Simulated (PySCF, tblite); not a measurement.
# C₂H₉FO₂Si₃: geometry, infrared bands and NMR shifts

Wanted: the infrared bands and NMR shifts of C₂H₉FO₂Si₃ (`O[SiH2]/C(F)=C\[SiH2]O[SiH3]`), by calculation.

Programs: tblite 0.8.0 and PySCF 2.14.0, with density-fitted response routines of our own. Each step states its level of theory. These are calculated values for one molecule in the gas phase, unless marked as measured. Atoms count from 0, in the outputs and in this text.

**1. The starting structure**

17 atoms, charge 0, multiplicity 1; geometry from: force field or distance geometry start.

Bonds of the start (Å): O0–Si1 1.65, Si1–C2 1.86, C2–F3 1.34, C2–C4 1.35, C4–Si5 1.83, Si5–O6 1.66, O6–Si7 1.66, O0–H8 0.98, Si1–H9 1.48, Si1–H10 1.48, C4–H11 1.08, Si5–H12 1.47, Si5–H13 1.47, Si7–H14 1.49, Si7–H15 1.48, Si7–H16 1.48.

**2. Relaxing the molecule with GFN2-xTB**

The job: settings as JSON, then the geometry in Å.

```
{"job": {"kind": "relax", "xc": "GFN2-xTB", "basis": "xTB"}, "charge": 0, "multiplicity": 1}
O      1.409400     1.876000     0.073700
Si     2.260300     0.615600    -0.573800
C      2.020600    -0.953200     0.404700
F      3.139800    -1.477700     0.922700
C      0.871800    -1.618800     0.659300
Si    -0.852600    -1.274300     0.142600
O     -1.249700     0.327900     0.347600
Si    -2.634900     1.234400     0.270100
H      0.521500     1.642400     0.403600
H      3.694100     0.982500    -0.601900
H      1.785600     0.404000    -1.954300
H      0.944600    -2.523400     1.251500
H     -1.019300    -1.620900    -1.273100
H     -1.762400    -2.111200     0.946200
H     -3.613600     0.748200     1.275800
H     -3.223500     1.113900    -1.080500
H     -2.298800     2.646800     0.548900
```

On the command line:

```console
$ OMP_NUM_THREADS=1 python probes_run.py task.json out
```

The driver reads the jobs from task.json and runs them one after another.

**Question.** This job is followed by: GFN2-xTB harmonic vibrations, gas phase; GIAO PBE0/pcSseg-1 NMR shielding, non-relativistic, gas phase. What will the session give for the following? strongest single infrared mode (GFN2-xTB); zero-point energy (GFN2-xTB); 13C shifts against TMS (PBE0/pcSseg-1); 1H shifts against TMS (PBE0/pcSseg-1, means over atoms taken as alike); 17O shifts against H2O (PBE0/pcSseg-1); 29Si shifts against TMS (PBE0/pcSseg-1); 19F shifts against CFCl3 (PBE0/pcSseg-1); surface potential, 1st and 99th percentile.

As calculated:

| quantity | value |
| --- | --- |
| strongest single infrared mode (GFN2-xTB) | 768 cm⁻¹, 567 km/mol |
| zero-point energy (GFN2-xTB) | 62.1 kcal/mol |
| 13C shifts against TMS (PBE0/pcSseg-1) | 192.6, 118.7 ppm |
| 1H shifts against TMS (PBE0/pcSseg-1, means over atoms taken as alike) | 6.04, 5.36, 5.15, 5.15, 3.19 ppm |
| 17O shifts against H2O (PBE0/pcSseg-1) | 24.0, 19.5 ppm |
| 29Si shifts against TMS (PBE0/pcSseg-1) | -28.7, -37.7, -41.1 ppm |
| 19F shifts against CFCl3 (PBE0/pcSseg-1) | -54.2 ppm |
| surface potential, 1st and 99th percentile | -1.27 V and 1.61 V |

In words: The optimisation took 230 steps and gained 0.307 eV; among the close pairs (by a distance rule), C4–Si5 changed most, from 1.833 to 1.874 Å. The lowest mode is slightly imaginary (16i cm⁻¹), a soft motion within the noise of the Hessian, so the minimum is not strictly shown. The strongest single mode, at 768 cm⁻¹, is spread over many atoms; the largest shares are those of H9, H10. GFN2-xTB is a fitted tight-binding method: band positions and strengths are rough. Its intensities can rank the bands wrongly. H11 (hydrogen on an alkene CH) lies farthest downfield among hydrogen, at 6.04 ppm; a vinylic proton, deshielded by the sp2 carbon and the C=C anisotropy. At PBE0/pcSseg-1: The largest span, 283 ppm, is at F3, where the paramagnetic term is -250 ppm. At PBE0/pcSseg-1, counted by nearest atom on the grid, the HOMO lies on C4 39 %; C2 27 %, the LUMO on C2 30 %; C4 20 %.
